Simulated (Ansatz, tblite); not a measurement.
# The cluster Cd₄Te₂Br₄: one state, many levels

Aim: run the singlet of the cluster Cd₄Te₂Br₄ at one geometry on many levels, and compare frontier levels, spin and run time.

Computed with Ansatz 0.2.0, Gaussian basis. Level: as each input shows.

Levels to be run: GFN1-xTB, GFN2-xTB, PBE-D4/def2-TZVP, r2SCAN-D4/def2-TZVP, PBE-D4/def2-SVP, PBE0-D4/def2-SVP.

9 further runs of the same task are left out: 8 that didn't finish, 1 set aside as unsound or not needed.

### 1 The structure

The singlet was relaxed beforehand with r2SCAN-D4/def2-SVP. At that level it is the lowest of the isomers that a small search found.

10 atoms, charge 0, spin multiplicity 1.

Bond lengths: Cd1–Te5 2.773 Å, Cd1–Te6 2.960 Å, Cd1–Br10 2.446 Å, Cd2–Te5 2.780 Å, Cd2–Te6 2.951 Å, Cd2–Br8 2.445 Å, Cd3–Te5 2.791 Å, Cd3–Te6 2.920 Å, Cd3–Br9 2.447 Å, Cd4–Te6 2.656 Å, Cd4–Br7 2.417 Å. Angles: Te5–Cd1–Te6 85.7°, Te5–Cd1–Br10 150.9°, Te6–Cd1–Br10 123.4°, Te5–Cd2–Te6 85.7°, Te5–Cd2–Br8 150.2°, Te6–Cd2–Br8 124.1°, Te5–Cd3–Te6 86.1°, Te5–Cd3–Br9 147.5°, Te6–Cd3–Br9 126.4°, Te6–Cd4–Br7 179.7°, Cd1–Te5–Cd2 81.2°, Cd1–Te5–Cd3 82.1°, Cd2–Te5–Cd3 80.8°, Cd1–Te6–Cd2 75.4°, Cd1–Te6–Cd3 76.8°, Cd1–Te6–Cd4 136.8°, Cd2–Te6–Cd3 75.9°, Cd2–Te6–Cd4 134.3° and more.

As a file:

```
atom    x (Å)    y (Å)    z (Å)
 Cd1   0.7747  -1.6514   1.7532
 Cd2  -2.2482  -1.0308  -0.1262
 Cd3   0.8935  -1.3079  -1.8821
 Cd4   0.4979   3.3343   0.2179
 Te5  -0.4381  -3.1377  -0.2486
 Te6   0.1265   0.7077   0.0862
 Br7   0.8439   5.7227   0.3474
 Br8  -4.5520  -0.2107  -0.1173
 Br9   2.1699  -0.9220  -3.9336
Br10   1.9320  -1.5042   3.9030
```

Cd, Te take a core potential in the def2 sets. No spin-orbit coupling is included.

PBE0-D4/def2-TZVP was run before; its log isn't repeated, and its numbers join the tables.

### 2 GFN1-xTB

Tight binding, by tblite at 300 K electronic temperature and without a spin-polarisation term:

```python
tblite.interface.Calculator('GFN1-xTB', numbers, positions, charge=0, uhf=0).singlepoint()
```

Energy -728.6913 eV, HOMO -10.06 eV, LUMO -6.99 eV; 0.02 s.

### 3 GFN2-xTB

Tight binding, by tblite at 300 K electronic temperature and without a spin-polarisation term:

```python
tblite.interface.Calculator('GFN2-xTB', numbers, positions, charge=0, uhf=0).singlepoint()
```

Energy -686.1881 eV, HOMO -11.30 eV, LUMO -7.61 eV; 0.041 s.

### 4 PBE-D4/def2-TZVP

start.molden holds the orbitals of an earlier run on this state, given as this run's starting guess.

in.yaml

```yaml
crystal:
  periodic: [false, false, false]
  atoms:
    - {symbol: Cd, position_ang: [0.774743, -1.651439, 1.753200]}
    - {symbol: Cd, position_ang: [-2.248212, -1.030806, -0.126242]}
    - {symbol: Cd, position_ang: [0.893459, -1.307907, -1.882061]}
    - {symbol: Cd, position_ang: [0.497851, 3.334336, 0.217919]}
    - {symbol: Te, position_ang: [-0.438095, -3.137692, -0.248605]}
    - {symbol: Te, position_ang: [0.126454, 0.707658, 0.086205]}
    - {symbol: Br, position_ang: [0.843870, 5.722729, 0.347400]}
    - {symbol: Br, position_ang: [-4.552038, -0.210679, -0.117258]}
    - {symbol: Br, position_ang: [2.169938, -0.921986, -3.933606]}
    - {symbol: Br, position_ang: [1.932030, -1.504213, 3.903047]}
basis:
  gaussian: {orbitals: def2-TZVP, initial_orbitals: start.molden}
hamiltonian: {xc: pbe, dispersion: d4}
scf: {omitted_lower_state_checks: [starts]}
output: {forces: true, orbitals: {seedname: orbitals}}
```

Run with:

```
$ ansatz run in.yaml --threads 6 --pin off --events-out ev --progress --plain --max-ram 7833MiB
```

The runs that follow: r2SCAN-D4/def2-TZVP; PBE-D4/def2-SVP; PBE0-D4/def2-SVP.

Before running them: what should the planned runs give, taken together? Wanted: gap in def2-TZVP, named functionals, smallest and largest; binding an atom, functionals in def2-TZVP; PBE0 total energy, smallest basis above largest.

As calculated:

| quantity | value |
| --- | --- |
| gap in def2-TZVP, named functionals, smallest and largest | 2.73 eV (PBE-D4), 4.47 eV (PBE0-D4) |
| binding an atom, functionals in def2-TZVP | 1.79 (PBE-D4) to 1.83 eV (r2SCAN-D4) |
| PBE0 total energy, smallest basis above largest | 38.83 eV (def2-SVP, def2-TZVP) |

In words: Orbital gaps of the named functionals in def2-TZVP span 2.73 eV (PBE-D4) to 4.47 eV (PBE0-D4); exact exchange widens it.
